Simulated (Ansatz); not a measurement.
Crystal: CrN.

```
Cr N
1.0
     2.50869    0.00000    0.00000
     0.00000    2.50869    0.00000
     0.00000    0.00000    2.50869
Cr N
1 1
Direct
  0.50000 0.50000 0.50000
  0.00000 0.00000 0.00000
```

The cell was built by a generator and needn't be a form met in nature.

| Property | Result |
| --- | --- |
| Program | Ansatz 0.2.0 |
| Task | relaxation of cell and atoms |
| Functional | HSE03 |
| Potentials or basis | Ansatz PAW |
| Cutoff | 420 eV (not typed: the program's choice for these potentials) |
| k mesh | 6 × 6 × 6 |
| Occupations | fermi-dirac, width 0.05 eV |
| Spin | collinear spin, ferromagnetic start |
| Starting moments | [3.0, 0.0] μB |

At the start: volume 7.89 Å³/atom.

Question: How do energy, volume and symmetry change on relaxing?

Answer: It ends after 8 steps and the volume is 7.67 Å³/atom (-2.8 %); space group Pm-3m (No. 221, to 0.05 Å); moment 1.11 μB per cell.

Step by step:
| step | energy change (eV) | largest force (eV/Å) | volume (Å³) |
| --- | --- | --- | --- |
| 1 | 0.0000 | 0.0000 | 15.79 |
| 2 | -0.0086 | 0.0000 | 15.58 |
| 3 | -0.0128 | 0.0000 | 15.28 |
| 4 | -0.0129 | 0.0000 | 15.35 |
| 5 | -0.0129 | 0.0000 | 15.35 |
| 6 | -0.0113 | 0.0000 | 15.35 |
| 7 | -0.0114 | 0.0000 | 15.35 |
| 8 | -0.0114 | 0.0000 | 15.35 |

Final structure:
```yaml
crystal:
  lattice:
    - [2.48510, 0.00000, 0.00000]
    - [0.00000, 2.48510, 0.00000]
    - [0.00000, 0.00000, 2.48510]
  atoms:
    - { symbol: Cr, position: [0.50000, 0.50000, 0.50000] }
    - { symbol: N, position: [0.00000, 0.00000, 0.00000] }
```

Caveat: the k mesh is coarse (spacing up to 0.42 Å⁻¹), so the values aren't converged, least of all with exact exchange; the magnetic or orbital state may not be the lowest; the plane-wave basis is chosen anew once the cell has moved, so the energies of steps on either side of that aren't comparable; the pressure holds a Pulay correction of +0.6 GPa for the finite cutoff; a cell with one magnetic atom can't hold antiferromagnetic order, which such compounds often take; the PAW data sets come from PBE, with cores solved anew for the run's functional, which leaves a small shift of forces and pressure.
